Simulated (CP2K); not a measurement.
Crystal: GaF.

```xyz
2
Lattice="3.1659 0.0000 0.0000 0.0000 3.1659 0.0000 0.0000 0.0000 3.1659" Properties=species:S:1:pos:R:3 pbc="T T T"
Ga    0.0000    0.0000    0.0000
F     1.5830    1.5830    1.5830
```

The cell was built by a generator and needn't be a form met in nature.

Base run:

```yaml
Program: CP2K 2026.2
Functional: r2SCAN
Potentials_or_basis: GTH_POTENTIALS Ga GTH-PBE-q13, F GTH-PBE-q7; DZVP-MOLOPT-SR-GTH basis
Density_cutoff: 15647 eV
k_mesh: 8 × 8 × 8
Occupations: fermi-dirac, width 0.05 eV
Spin: no spin polarisation
```

Its results: band gap on the k mesh 0.82 eV, indirect (least direct gap 1.47 eV); pressure -2.7 GPa.

**Question.** The run is repeated on the same cell with these changes: functional from r2SCAN to PBE; density cutoff from 15647 eV to 10885 eV; cutoff of the grids from 1150 Ry to 800 Ry. What comes out?

**Answer.** Band gap on the k mesh 0.35 eV, indirect (least direct gap 1.12 eV); pressure 0.2 GPa.

Caveats: the basis of atomic orbitals isn't converged, which shifts pressures, moduli and gaps; the potentials were made for another functional, which shifts forces and pressure (some runs).

Not every run made on this cell is shown here.
